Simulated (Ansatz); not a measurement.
# GaH₂F (built from SMILES [F][GaH2]): a reaction path by the nudged elastic band

Aim: the minimum-energy path between two given structures and its highest point. Both ends were relaxed at PBE0-D4 in triple zeta.

Program: Ansatz 0.2.0, Gaussian basis. Level of theory: PBE0-D4/def2-SVP. These are calculated values, not measurements.

16 further runs of the same task are left out: 16 set aside as unsound or not needed.

## Step 1: Starting geometry

The first end: 4 atoms, charge 0, spin multiplicity 1.

Atoms are counted from 1 here; the program's logs count them from 0.

Bond lengths: Ga1–F2 1.759 Å, Ga1–H3 1.556 Å, Ga1–H4 1.555 Å. Angles: F2–Ga1–H3 113.8°, F2–Ga1–H4 113.8°, H3–Ga1–H4 132.4°.

Geometry (Å):

```mol
FGaH2
  3D, bonds by distance, orders not assigned

  4  3  0  0  0  0  0  0  0  0999 V2000
   -0.1044    0.0694   -0.0072 Ga  0  0
    1.3582   -0.9024    0.0935 F   0  0
   -0.7576    0.0777   -1.4190 H   0  0
   -0.4962    0.7553    1.3327 H   0  0
  1  2  8  0
  1  3  8  0
  1  4  8  0
M  END
```

The second end:

```
Ga   -0.4279    0.5293    0.7570
F     0.9723   -1.2024   -1.7186
H     0.5784   -0.7147   -1.0207
H    -1.1229    1.3879    1.9823
```

## Step 2: The band at PBE0-D4/def2-SVP

neb/in.yaml reads:

```yaml
crystal:
  periodic: [false, false, false]
  atoms:
    - {symbol: Ga, position_ang: [-0.104426, 0.069357, -0.007246]}
    - {symbol: F, position_ang: [1.358177, -0.902379, 0.093495]}
    - {symbol: H, position_ang: [-0.757581, 0.077718, -1.418964]}
    - {symbol: H, position_ang: [-0.496170, 0.755304, 1.332715]}
basis:
  gaussian: {orbitals: def2-SVP}
hamiltonian: {xc: pbe0, dispersion: d4}
neb:
  images: 5
  climbing: true
  max_iterations: 40
  initial_path: idpp
  final_atoms:
    - {symbol: Ga, position_ang: [-0.427850, 0.529292, 0.757006]}
    - {symbol: F, position_ang: [0.972328, -1.202445, -1.718640]}
    - {symbol: H, position_ang: [0.578433, -0.714740, -1.020663]}
    - {symbol: H, position_ang: [-1.122910, 1.387894, 1.982296]}
```

The run is started by

```
ansatz run in.yaml --threads 2 --pin off --events-out ev --progress --plain --max-ram 4352MiB
```

Log:

```text
Functional definition: PBE0
  name "PBE0"
  cite "Adamo & Barone, J. Chem. Phys. 110, 6158 (1999) doi:10.1063/1.478522"
  cite "Perdew, Burke & Ernzerhof, Phys. Rev. Lett. 77, 3865 (1996) doi:10.1103/PhysRevLett.77.3865"
  parent pbe
  parameter a = 0.25
  parameter kappa = 0.804
  parameter beta = 0.06672455060314922
  exchange = (1 - a)*pbe_x(kappa = kappa, mu = beta*pi^2/3) + a*exact_x
  correlation = pbe_c(beta = beta)
590 factors; integrals over basis functions are off by at most 3.1e-4 eV
mean field evaluation 1: about -55107.2836 eV, gradient 3.9e1 eV
mean field evaluation 2: about -55099.7156 eV, gradient 7.9e1 eV
mean field evaluation 4: about -55109.5887 eV, gradient 3.1e0 eV
mean field evaluation 8: about -55109.6007 eV, gradient 2.6e-2 eV
mean field -55109.60069212 eV, -2025.2404708062 hartree, gradient 1.6e-5 eV, S^2 0.000000; 0 other end points of the search recorded, 0 dependent functions left out
the calculation of the forces begins
reference -55109.60071817 eV, -2025.2404717639 hartree; 21, 21 occupied and 35, 35 virtual orbitals, 590 factors
[... from here to the last solve, the lines of the solves are left out (104 solves) ...]
WARN: NEB end point (image 0): max|allowed force component| = 6.215e-2 eV/Å (the criterion of neb.relax_end_points is 1.000e-2). That is over neb.f_tol: it is no minimum, so the barrier can be far off. Relax it first
WARN: NEB end point (image 6): max|allowed force component| = 1.353e-1 eV/Å (the criterion of neb.relax_end_points is 1.000e-2). That is over neb.f_tol: it is no minimum, so the barrier can be far off. Relax it first
NEB iter   1: max|band force component| = 3.708e0 eV/Å  barrier→ = 4.5104 eV  barrier← = 2.8018 eV  Δτ_max = 0.2000 Å  (173 SCF iters)
NEB iter   2: max|band force component| = 2.686e0 eV/Å  barrier→ = 3.2428 eV  barrier← = 1.5341 eV  Δτ_max = 0.2000 Å  (150 SCF iters)
NEB iter   3: max|band force component| = 1.803e1 eV/Å  barrier→ = 3.6046 eV  barrier← = 1.8960 eV  Δτ_max = 0.1001 Å  (148 SCF iters)
NEB iter   4: max|band force component| = 5.107e0 eV/Å  barrier→ = 2.7236 eV  barrier← = 1.0150 eV  Δτ_max = 0.2000 Å  (138 SCF iters)
NEB iter   5: max|band force component| = 2.360e0 eV/Å  barrier→ = 2.2376 eV  barrier← = 0.5290 eV  Δτ_max = 0.1969 Å  (142 SCF iters)
NEB iter   6: max|band force component| = 1.961e0 eV/Å  barrier→ = 2.3204 eV  barrier← = 0.6118 eV  Δτ_max = 0.1531 Å  (141 SCF iters)
NEB iter   7: max|band force component| = 6.595e-1 eV/Å  barrier→ = 2.4262 eV  barrier← = 0.7175 eV  Δτ_max = 0.2000 Å  (141 SCF iters)
NEB iter   8: max|band force component| = 8.366e0 eV/Å  barrier→ = 2.5359 eV  barrier← = 0.8273 eV  Δτ_max = 0.0953 Å  (136 SCF iters)
NEB iter   9: max|band force component| = 1.122e0 eV/Å  barrier→ = 2.4158 eV  barrier← = 0.7072 eV  Δτ_max = 0.1683 Å  (135 SCF iters)
NEB iter  10: max|band force component| = 1.206e0 eV/Å  barrier→ = 2.4358 eV  barrier← = 0.7271 eV  Δτ_max = 0.0776 Å  (128 SCF iters)
NEB iter  11: max|band force component| = 3.212e-1 eV/Å  barrier→ = 2.4628 eV  barrier← = 0.7541 eV  CI = image 2  Δτ_max = 0.0867 Å  (135 SCF iters)
NEB iter  12: max|band force component| = 1.254e-1 eV/Å  barrier→ = 2.4666 eV  barrier← = 0.7580 eV  CI = image 2  Δτ_max = 0.1227 Å  (130 SCF iters)
NEB iter  13: max|band force component| = 9.401e-1 eV/Å  barrier→ = 2.4664 eV  barrier← = 0.7578 eV  CI = image 2  Δτ_max = 0.0617 Å  (117 SCF iters)
NEB iter  14: max|band force component| = 1.083e-1 eV/Å  barrier→ = 2.4664 eV  barrier← = 0.7578 eV  CI = image 2  Δτ_max = 0.0619 Å  (113 SCF iters)
NEB iter  15: max|band force component| = 6.671e-2 eV/Å  barrier→ = 2.4664 eV  barrier← = 0.7578 eV  CI = image 2  Δτ_max = 0.0154 Å  (108 SCF iters)
589 factors; integrals over basis functions are off by at most 8.4e-4 eV
mean field -55107.89519071 eV, -2025.1777947857 hartree, gradient 2.7e-6 eV, S^2 0.000000; 0 other end points of the search recorded, 0 dependent functions left out
the calculation of the forces begins
reference -55107.89521406 eV, -2025.1777956436 hartree; 21, 21 occupied and 35, 35 virtual orbitals, 589 factors
NEB iter  16: max|band force component| = 3.692e-2 eV/Å  barrier→ = 2.4664 eV  barrier← = 0.7577 eV  CI = image 2  Δτ_max = 0.0000 Å  (650 SCF iters)
Total energy: -55107.16613047 eV, -2025.1510023161 hartree
Atom 0 at    -0.529759     0.396248     0.105725 Å, force    -0.000070     0.000117     0.000221 eV/Å
Atom 1 at     0.957552    -0.811571    -0.497282 Å, force     0.000042    -0.000032    -0.000011 eV/Å
Atom 2 at    -0.024574    -0.372301    -1.249703 Å, force     0.000045    -0.000086    -0.000177 eV/Å
Atom 3 at    -0.403219     0.787625     1.641261 Å, force    -0.000017     0.000002    -0.000033 eV/Å
Dipole moment:    -0.298405     0.235609     0.099402 e Å
```

It took 56 s on 2 threads of Arm Neoverse V2, shared host.

The last band:

```
image  path (Å)  energy (kcal/mol)  F2–H3 (Å)  Ga1–F2 (Å)  Ga1–H3 (Å)
    0      0.00                0.0       2.78        1.76        1.56
    1      0.66               19.4       2.06        1.79        1.53
    2      1.32               56.9       1.31        2.01        1.64
    3      1.95               38.0       0.94        2.47        2.30
    4      2.59               38.7       0.93        2.89        2.43
    5      3.23               39.3       0.93        3.18        2.41
    6      3.86               39.4       0.94        3.33        2.39
```

The highest image, 2:

```
Ga   -0.52976    0.39625    0.10572
F     0.95755   -0.81157   -0.49728
H    -0.02457   -0.37230   -1.24970
H    -0.40322    0.78763    1.64126
```

## Step 3: Summary of results

| quantity | value |
| --- | --- |
| PBE0-D4/def2-SVP, 16 iterations | highest 56.9 kcal/mol (image 2), last end +39.4 kcal/mol |
| from earlier runs: barrier over the separately found saddle, CCSD(T)/def2-TZVPP | 61.8 kcal/mol |

**Reading.** The highest image lies 56.9 kcal/mol above the first end, and it climbed, so it estimates the saddle. The ends are not quite minima at this level (largest force component 0.14 eV/Å), which shifts the heights a little. The highest image is 4.9 kcal/mol below the CCSD(T) barrier in triple zeta, which comes from separate runs on the saddle.
